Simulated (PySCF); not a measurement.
# GeSiH3ClO (SMILES Cl[SiH]1[O][GeH2]1) at 5 levels

Aim: a comparison of 5 runs (PBE0/6-31G, PBE0/6-31G*, B3LYP/6-31G*, PBE0/def2-SVP, r2SCAN/def2-SVPD) of GeSiH3ClO. Input form: a Python script.

The results are computed with PySCF 2.14.0.

## Step 1: The structure to begin with

The species is GeSiH3ClO (7 atoms), meant as a singlet with charge 0. As SMILES, `Cl[SiH]1[O][GeH2]1`. Geometry: relaxed at PBE0-D4/def2-TZVP.

Bond lengths: Cl1–Si2 2.039 Å, Si2–O3 1.633 Å, Si2–Ge4 2.255 Å, O3–Ge4 1.905 Å, Si2–H5 1.478 Å, Ge4–H6 1.535 Å, Ge4–H7 1.534 Å. Some angles: Cl1–Si2–O3 117.0°, Cl1–Si2–Ge4 122.5°, O3–Si2–Ge4 56.0°, Si2–O3–Ge4 78.8°, Si2–Ge4–O3 45.3°, Cl1–Si2–H5 107.1°, O3–Si2–H5 118.0°, Ge4–Si2–H5 126.8°, Si2–Ge4–H6 124.6°, Si2–Ge4–H7 122.6°.

## Step 2: Energy and gradient at PBE0/6-31G (run 1)

Input file input.py:

```python
import pyscf.grad
from pyscf import gto, dft

mol = gto.M(
    atom='''
Cl       0.946700      -2.488800       0.655700
Si      -0.269300      -1.038200      -0.101800
O        0.399800       0.013200      -1.157400
Ge       0.044800       1.152900       0.326900
H       -1.538000      -1.691900      -0.484400
H       -0.900200       2.274100      -0.128200
H        1.377500       1.710600       0.843500
''',
    spin=0,
    verbose=4,
    basis='6-31g',
    charge=0,
    max_memory=1860,
)

mf = dft.RKS(mol)
mf.xc = 'pbe0'
mf.grids.level = 5
mf.conv_tol = 1e-10
mf.kernel()
if not mf.converged:
    mf = mf.newton().run(mf.mo_coeff, mf.mo_occ)

e_final = mf.e_tot
print('E(%s) = %.9f' % ('PBE0', e_final))
grad = mf.Gradients().kernel()
mf.analyze()
```

Launch:

```bash
$ OMP_NUM_THREADS=1 python input.py
```

The program printed:

```text
PySCF version 2.14.0

[... 96 lines left out ...]
Two-electron Energy =                 1553.272516108072523
[... 8 lines left out ...]
MO #5   energy= -44.4048100657524  occ= 2
[... 6 lines left out ...]
MO #12  energy= -7.26525519482352  occ= 2
[... 6 lines left out ...]
MO #19  energy= -3.76515290507803  occ= 2
[... 6 lines left out ...]
MO #26  energy= -1.02849320145856  occ= 2
[... 6 lines left out ...]
MO #33  energy= -0.390906724440788 occ= 2
[... 6 lines left out ...]
MO #40  energy= 0.0091929714548642 occ= 0
[... 6 lines left out ...]
MO #47  energy= 0.200825060337209  occ= 0
[... 6 lines left out ...]
MO #54  energy= 0.494889382598992  occ= 0
[... 6 lines left out ...]
MO #61  energy= 1.1114042716982    occ= 0
[... 6 lines left out ...]
MO #68  energy= 2.99262253345061   occ= 0
[... 39 lines left out ...]
pop of  3 Ge 3s           1.99979
pop of  3 Ge 4s           1.21269
pop of  3 Ge 5s           0.01463
pop of  3 Ge 2px          2.00000
pop of  3 Ge 2py          2.00000
pop of  3 Ge 2pz          2.00000
pop of  3 Ge 3px          1.99992
pop of  3 Ge 3py          1.99991
pop of  3 Ge 3pz          1.99990
pop of  3 Ge 4px          0.89438
pop of  3 Ge 4py          0.86442
pop of  3 Ge 4pz          0.61362
pop of  3 Ge 5px          0.01267
pop of  3 Ge 5py          0.01544
pop of  3 Ge 5pz          0.00810
pop of  3 Ge 3dxy         1.99740
pop of  3 Ge 3dyz         1.99751
pop of  3 Ge 3dz^2        1.99805
pop of  3 Ge 3dxz         1.99860
pop of  3 Ge 3dx2-y2      1.99760
pop of  3 Ge 4dxy         0.00056
pop of  3 Ge 4dyz         0.00043
pop of  3 Ge 4dz^2        0.00035
pop of  3 Ge 4dxz         0.00026
pop of  3 Ge 4dx2-y2      0.00030
pop of  4 H 1s            1.03040
pop of  4 H 2s            0.00568
pop of  5 H 1s            1.01129
pop of  5 H 2s            0.00284
pop of  6 H 1s            1.00742
pop of  6 H 2s            0.00290
 ** Mulliken atomic charges  **
charge of    0Cl =     -0.24781
charge of    1Si =      0.68773
charge of    2O =     -0.75291
charge of    3Ge =      0.37351
charge of    4H =     -0.03608
charge of    5H =     -0.01412
charge of    6H =     -0.01032
Dipole moment(X, Y, Z, Debye): -2.15335,  1.86725,  1.75489
```

Run time: 27 s. Hardware: 1 thread of Arm Neoverse V2, shared host; peak memory 0.68 GiB.

## Step 3: Energy and gradient at PBE0/6-31G(d) (spherical functions) (run 2)

Input file run.py:

```python
import pyscf.grad
from pyscf import gto, dft

molecule = gto.M(
    atom=[
    ('Cl', (0.946700, -2.488800, 0.655700)),
    ('Si', (-0.269300, -1.038200, -0.101800)),
    ('O', (0.399800, 0.013200, -1.157400)),
    ('Ge', (0.044800, 1.152900, 0.326900)),
    ('H', (-1.538000, -1.691900, -0.484400)),
    ('H', (-0.900200, 2.274100, -0.128200)),
    ('H', (1.377500, 1.710600, 0.843500)),
],
    max_memory=1860,
    verbose=4,
    basis='6-31g*',
    charge=0,
)

mf = dft.RKS(molecule, xc='pbe0')
mf.conv_tol = 1e-10
mf.grids.level = 5
mf.kernel()
if not mf.converged:
    mf = mf.newton().run(mf.mo_coeff, mf.mo_occ)

e_tot = mf.e_tot
print(f'total energy: {e_tot:.8f} hartree')
grad = mf.Gradients().kernel()
mf.analyze()
```

Launch:

```bash
$ OMP_NUM_THREADS=1 python run.py
```

The program printed:

```text
PySCF version 2.14.0

[... 96 lines left out ...]
Two-electron Energy =                 1553.054993708041820
[... 10 lines left out ...]
MO #7   energy= -44.4507078893565  occ= 2
[... 8 lines left out ...]
MO #16  energy= -4.48320356345986  occ= 2
[... 8 lines left out ...]
MO #25  energy= -1.25740975740595  occ= 2
[... 8 lines left out ...]
MO #34  energy= -0.361992507957642 occ= 2
[... 8 lines left out ...]
MO #43  energy= 0.0858672668639984 occ= 0
[... 8 lines left out ...]
MO #52  energy= 0.352436954036623  occ= 0
[... 8 lines left out ...]
MO #61  energy= 0.63393558183015   occ= 0
[... 8 lines left out ...]
MO #70  energy= 0.975963772048758  occ= 0
[... 8 lines left out ...]
MO #79  energy= 1.88307315797889   occ= 0
[... 8 lines left out ...]
MO #88  energy= 3.49103637520648   occ= 0
[... 59 lines left out ...]
pop of  3 Ge 2pz          2.00000
pop of  3 Ge 3px          1.99995
pop of  3 Ge 3py          1.99995
pop of  3 Ge 3pz          1.99994
pop of  3 Ge 4px          0.88413
pop of  3 Ge 4py          0.87091
pop of  3 Ge 4pz          0.61161
pop of  3 Ge 5px          0.01060
pop of  3 Ge 5py          0.01223
pop of  3 Ge 5pz          0.00691
pop of  3 Ge 3dxy         1.99897
pop of  3 Ge 3dyz         1.99922
pop of  3 Ge 3dz^2        1.99925
pop of  3 Ge 3dxz         1.99934
pop of  3 Ge 3dx2-y2      1.99909
pop of  3 Ge 4dxy         0.00702
pop of  3 Ge 4dyz         0.00448
pop of  3 Ge 4dz^2        0.00355
pop of  3 Ge 4dxz         0.00377
pop of  3 Ge 4dx2-y2      0.00378
pop of  3 Ge 5dxy         0.00272
pop of  3 Ge 5dyz         0.00197
pop of  3 Ge 5dz^2        0.00179
pop of  3 Ge 5dxz         0.00192
pop of  3 Ge 5dx2-y2      0.00202
pop of  4 H 1s            1.06975
pop of  4 H 2s            0.00446
pop of  5 H 1s            1.01929
pop of  5 H 2s            0.00343
pop of  6 H 1s            1.01590
pop of  6 H 2s            0.00347
 ** Mulliken atomic charges  **
charge of    0Cl =     -0.25992
charge of    1Si =      0.80330
charge of    2O =     -0.76786
charge of    3Ge =      0.34078
charge of    4H =     -0.07422
charge of    5H =     -0.02272
charge of    6H =     -0.01938
Dipole moment(X, Y, Z, Debye): -1.44876,  1.26735,  1.21565
```

Run time: 37 s. Hardware: 1 thread of Arm Neoverse V2, shared host; peak memory 0.86 GiB.

## Step 4: Energy and gradient at B3LYP/6-31G(d) (Cartesian functions) (run 3)

Input file input.py:

```python
from pyscf import gto, dft

mol = gto.M(
    atom='''
Cl     0.946700    -2.488800     0.655700
Si    -0.269300    -1.038200    -0.101800
O      0.399800     0.013200    -1.157400
Ge     0.044800     1.152900     0.326900
H     -1.538000    -1.691900    -0.484400
H     -0.900200     2.274100    -0.128200
H      1.377500     1.710600     0.843500
''',
    basis='6-31g*',
    max_memory=1860,
    spin=0,
    cart=True,
    verbose=3,
)

mf = dft.RKS(mol)
mf.xc = 'b3lyp'
mf.grids.level = 5
mf.conv_tol = 1e-10
mf.kernel()
if not mf.converged:
    mf = mf.newton().run(mf.mo_coeff, mf.mo_occ)

e_final = mf.e_tot
print('Final energy', e_final)
grad = mf.nuc_grad_method().kernel()
dip = mf.dip_moment()
pop, q = mf.mulliken_pop()
```

Launch:

```bash
$ OMP_NUM_THREADS=1 python input.py
```

The program printed:

```text
converged SCF energy = -2903.53566491832
Final energy -2903.5356649183227
--------------- RKS gradients ---------------
         x                y                z
0 Cl    -0.0059596682     0.0078988815    -0.0042750311
1 Si     0.0106488142     0.0060360438    -0.0021190675
2 O    -0.0063859805    -0.0024601751     0.0154725810
3 Ge     0.0020919443    -0.0080627184    -0.0093339185
4 H     0.0006534900     0.0005055455    -0.0000925107
5 H     0.0016604173    -0.0025322027     0.0011725510
6 H    -0.0027268703    -0.0013848251    -0.0008268820
----------------------------------------------
Dipole moment(X, Y, Z, Debye): -1.43975,  1.14406,  1.24269
 ** Mulliken pop  **
pop of  0 Cl 1s           1.99865
pop of  0 Cl 2s           1.98829
pop of  0 Cl 3s           1.45720
pop of  0 Cl 4s           0.54985
pop of  0 Cl 2px          1.99119
pop of  0 Cl 2py          1.99076
pop of  0 Cl 2pz          1.99160
pop of  0 Cl 3px          1.21792
pop of  0 Cl 3py          1.18507
pop of  0 Cl 3pz          1.24652
pop of  0 Cl 4px          0.53089
pop of  0 Cl 4py          0.48980
pop of  0 Cl 4pz          0.60315
pop of  0 Cl 3dxx        -0.01292
pop of  0 Cl 3dxy         0.00634
pop of  0 Cl 3dxz         0.00251
pop of  0 Cl 3dyy        -0.00837
pop of  0 Cl 3dyz         0.00330
pop of  0 Cl 3dzz        -0.01766
pop of  1 Si 1s           1.99866
pop of  1 Si 2s           1.99068
pop of  1 Si 3s           1.03555
pop of  1 Si 4s           0.16603
pop of  1 Si 2px          1.98788
pop of  1 Si 2py          1.98683
pop of  1 Si 2pz          1.98749
pop of  1 Si 3px          0.60826
pop of  1 Si 3py          0.58690
pop of  1 Si 3pz          0.50690
pop of  1 Si 4px          0.08150
pop of  1 Si 4py          0.04879
pop of  1 Si 4pz          0.09258
pop of  1 Si 3dxx         0.03253
pop of  1 Si 3dxy         0.08202
pop of  1 Si 3dxz         0.03949
pop of  1 Si 3dyy         0.02866
pop of  1 Si 3dyz         0.07358
pop of  1 Si 3dzz        -0.00732
pop of  2  O 1s           1.99267
pop of  2  O 2s           0.90738
pop of  2  O 3s           1.00210
pop of  2  O 2px          1.00399
pop of  2  O 2py          0.89400
pop of  2  O 2pz          0.96023
pop of  2  O 3px          0.68402
pop of  2  O 3py          0.54581
pop of  2  O 3pz          0.56509
pop of  2  O 3dxx        -0.01104
pop of  2  O 3dxy         0.00189
pop of  2  O 3dxz         0.00454
pop of  2  O 3dyy         0.00403
pop of  2  O 3dyz         0.00644
pop of  2  O 3dzz         0.00641
pop of  3 Ge 1s           1.99906
pop of  3 Ge 2s           1.98871
pop of  3 Ge 3s           1.93282
pop of  3 Ge 4s           1.35372
pop of  3 Ge 5s           0.16954
pop of  3 Ge 2px          1.99975
pop of  3 Ge 2py          1.99968
pop of  3 Ge 2pz          1.99969
pop of  3 Ge 3px          1.99635
pop of  3 Ge 3py          1.99608
pop of  3 Ge 3pz          1.99575
pop of  3 Ge 4px          0.76163
pop of  3 Ge 4py          0.77395
pop of  3 Ge 4pz          0.51985
pop of  3 Ge 5px          0.11452
pop of  3 Ge 5py          0.11907
pop of  3 Ge 5pz          0.06903
pop of  3 Ge 3dxx         0.93698
pop of  3 Ge 3dxy         1.37082
pop of  3 Ge 3dxz         1.36978
pop of  3 Ge 3dyy         0.93686
pop of  3 Ge 3dyz         1.37143
pop of  3 Ge 3dzz         0.93524
pop of  3 Ge 4dxx         0.39698
pop of  3 Ge 4dxy         0.58657
pop of  3 Ge 4dxz         0.58803
pop of  3 Ge 4dyy         0.39620
pop of  3 Ge 4dyz         0.58777
pop of  3 Ge 4dzz         0.40518
pop of  3 Ge 5dxx         0.02122
pop of  3 Ge 5dxy         0.09895
pop of  3 Ge 5dxz         0.06897
pop of  3 Ge 5dyy         0.02593
pop of  3 Ge 5dyz         0.07142
pop of  3 Ge 5dzz        -0.01517
pop of  4  H 1s           0.50763
pop of  4  H 2s           0.53864
pop of  5  H 1s           0.48597
pop of  5  H 2s           0.46869
pop of  6  H 1s           0.48561
pop of  6  H 2s           0.46245
 ** Mulliken atomic charges  **
charge of    0Cl =     -0.21408
charge of    1Si =      0.67299
charge of    2O =     -0.56755
charge of    3Ge =      0.05764
charge of    4H =     -0.04627
charge of    5H =      0.04534
charge of    6H =      0.05194
```

It took 41 s on 1 thread of Arm Neoverse V2, shared host; peak memory 0.92 GiB.

Run 4 isn't shown in full; the table further down has it.

## Step 5: Energy and forces at r2SCAN/def2-SVPD (run 5)

Input file calc.py:

```python
# Cl[SiH]1[O][GeH2]1
import pyscf.grad
from pyscf import gto, dft

system = gto.Mole()
system.atom = '''
Cl   0.946700  -2.488800   0.655700
Si  -0.269300  -1.038200  -0.101800
O    0.399800   0.013200  -1.157400
Ge   0.044800   1.152900   0.326900
H   -1.538000  -1.691900  -0.484400
H   -0.900200   2.274100  -0.128200
H    1.377500   1.710600   0.843500
'''
system.basis = 'def2-svpd'
system.verbose = 3
system.max_memory = 1860
system.build()

myscf = dft.RKS(system, xc='r2scan')
myscf.conv_tol = 1e-10
myscf.grids.level = 5
myscf.kernel()
if not myscf.converged:
    myscf = myscf.newton().run(myscf.mo_coeff, myscf.mo_occ)

e_final = myscf.e_tot
print(f'total energy: {e_final:.8f} hartree')
grad = myscf.Gradients().kernel()
myscf.analyze()
```

Launch:

```bash
$ OMP_NUM_THREADS=1 python calc.py
```

The program printed:

```text
converged SCF energy = -2903.14412257635
[... 15 lines left out ...]
MO #4   energy= -49.6034986226531  occ= 2
[... 11 lines left out ...]
MO #16  energy= -4.33655093102903  occ= 2
[... 11 lines left out ...]
MO #28  energy= -0.528050173749795 occ= 2
[... 11 lines left out ...]
MO #40  energy= -0.0189726384917219 occ= 0
[... 11 lines left out ...]
MO #52  energy= 0.141477349742853  occ= 0
[... 11 lines left out ...]
MO #64  energy= 0.281223577932176  occ= 0
[... 11 lines left out ...]
MO #76  energy= 0.415379552413268  occ= 0
[... 11 lines left out ...]
MO #88  energy= 0.631936556341202  occ= 0
[... 11 lines left out ...]
MO #100 energy= 0.899510745549116  occ= 0
[... 11 lines left out ...]
MO #112 energy= 1.28717948297626   occ= 0
[... 11 lines left out ...]
MO #124 energy= 1.9985465586487    occ= 0
[... 11 lines left out ...]
MO #136 energy= 3.20755424656769   occ= 0
[... 8 lines left out ...]
Dipole moment(X, Y, Z, Debye): -1.21022,  1.01753,  1.18740
```

It took 1.8 min on 1 thread of Arm Neoverse V2, shared host; peak memory 1.5 GiB.

## Step 6: All runs side by side

| run | level | Cartesian functions | energy (Eh) | dipole moment (D) | HOMO energy (eV) | LUMO energy (eV) | wall time |
| --- | --- | --- | --- | --- | --- | --- | --- |
| 1 | PBE0/6-31G | no | -2902.656604 | 3.35 | -7.41 | -1.70 | 27 s |
| 2 | PBE0/6-31G* (spherical functions) | no | -2902.834703 | 2.28 | -7.17 | -1.30 | 37 s |
| 3 | B3LYP/6-31G* (Cartesian functions) | yes | -2903.535665 | 2.22 | -6.94 | -1.51 | 41 s |
| 4 | PBE0/def2-SVP | no | -2902.603411 | 2.05 | -7.15 | -1.23 | 33 s |
| 5 | r2SCAN/def2-SVPD | no | -2903.144123 | 1.98 | -6.44 | -1.99 | 1.8 min |

## Step 7: Summary of results

| quantity | value |
| --- | --- |
| run 5: total energy | -2903.14412 Eh |
| run 5: dipole moment | 1.98 D |
| run 5: HOMO energy | -6.44 eV |
| run 5: LUMO energy | -1.99 eV |
| run 5: HOMO–LUMO gap | 4.44 eV |
| run 5: largest force on an atom | 1.199 eV/Å |

What this shows: The dipole moment (its size) runs from 1.98 D (r2SCAN/def2-SVPD) to 3.35 D (PBE0/6-31G). The two ends differ in method and basis. The HOMO–LUMO gap runs from 4.44 eV (r2SCAN/def2-SVPD) to 5.92 eV (PBE0/def2-SVP). Totals of different functionals can't be ranked against each other. All runs together took 4.1 min, the longest 1.8 min.
